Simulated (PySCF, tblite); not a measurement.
# C₄H₁₀ClPSi₂: geometry, infrared bands and NMR shifts

What infrared bands and NMR shifts should C₄H₁₀ClPSi₂ (`CC#C[SiH2]C[Si@H](P)Cl`) show?

Programs: tblite 0.8.0 and PySCF 2.14.0, with density-fitted response routines of our own. Each step states its level of theory. These are calculated values for one molecule in the gas phase, unless marked as measured. Atoms are numbered from 0 throughout.

## 1. Starting geometry

18 atoms, charge 0, multiplicity 1; geometry from: force field or distance geometry start.

Bonds of the start (Å): C0–C1 1.49, C1–C2 1.20, C2–Si3 1.83, Si3–C4 1.84, C4–Si5 1.87, Si5–P6 2.19, Si5–Cl7 2.07, C0–H8 1.12, C0–H9 1.10, C0–H10 1.12, Si3–H11 1.48, Si3–H12 1.50, C4–H13 1.11, C4–H14 1.13, Si5–H15 1.49, P6–H16 1.43, P6–H17 1.44.

## 2. Geometry optimisation with GFN2-xTB

What the job is given:

```
{"job": {"kind": "relax", "xc": "GFN2-xTB", "basis": "xTB"}, "charge": 0, "multiplicity": 1}
C      3.622500     0.338000     0.426800
C      2.312300    -0.147800    -0.098100
C      1.275200    -0.570300    -0.521900
Si    -0.299200    -1.190800    -1.216000
C     -1.623900     0.087000    -1.235700
Si    -2.601000     0.183200     0.351900
P     -1.482000     1.109600     1.986200
Cl    -3.320900    -1.667600     0.937600
H      4.251500     0.674100    -0.438600
H      3.388500     1.208100     1.059800
H      4.148100    -0.487000     0.970200
H     -0.086100    -1.669900    -2.603100
H     -0.699000    -2.421500    -0.463000
H     -1.270800     1.094700    -1.536100
H     -2.360700    -0.237900    -2.031100
H     -3.770700     1.055800     0.073800
H     -0.548100     0.241500     2.644500
H     -0.944300     2.407100     1.681300
```

Run with:

```sh
$ OMP_NUM_THREADS=1 python probes_run.py task.json out
```

The driver reads the jobs from task.json and runs them one after another.

**Question.** This job is followed by: GFN2-xTB harmonic vibrations, gas phase; GIAO PBE0/pcSseg-1 NMR shielding, non-relativistic, gas phase. Predict these results of the whole session: strongest single infrared mode (GFN2-xTB); zero-point energy (GFN2-xTB); ¹³C shifts against TMS (PBE0/pcSseg-1); ¹H shifts against TMS (PBE0/pcSseg-1, means over atoms taken as alike); ²⁹Si shifts against TMS (PBE0/pcSseg-1); ³¹P shifts against H3PO4 (PBE0/pcSseg-1); ³⁵Cl shifts against HCl (PBE0/pcSseg-1).

As calculated:

```
                                                              quantity                                         value
                             strongest single infrared mode (GFN2-xTB)                         2206 cm⁻¹, 444 km/mol
                                          zero-point energy (GFN2-xTB)                                 73.6 kcal/mol
                                ¹³C shifts against TMS (PBE0/pcSseg-1)                     118.6, 86.0, 6.5, 6.3 ppm
¹H shifts against TMS (PBE0/pcSseg-1, means over atoms taken as alike)  5.88, 4.65, 4.59, 2.07, 1.68, 0.35, 0.06 ppm
                               ²⁹Si shifts against TMS (PBE0/pcSseg-1)                               14.7, -74.4 ppm
                              ³¹P shifts against H3PO4 (PBE0/pcSseg-1)                                    -259.8 ppm
                               ³⁵Cl shifts against HCl (PBE0/pcSseg-1)                                       -23 ppm
```

Relaxing lowered the energy by 1.162 eV in 141 steps; the close pair that moved most is Si3–C4, from 1.841 to 1.916 Å. No mode is imaginary among the 48: a minimum at this level. The strongest single mode, at 2206 cm⁻¹, moves mainly H11. Unscaled tight-binding wavenumbers are off by several per cent, some by more. Its intensities can rank the bands wrongly. At PBE0/pcSseg-1: The widest tensor belongs to C1: span 276 ppm, with a paramagnetic part of -208 ppm.
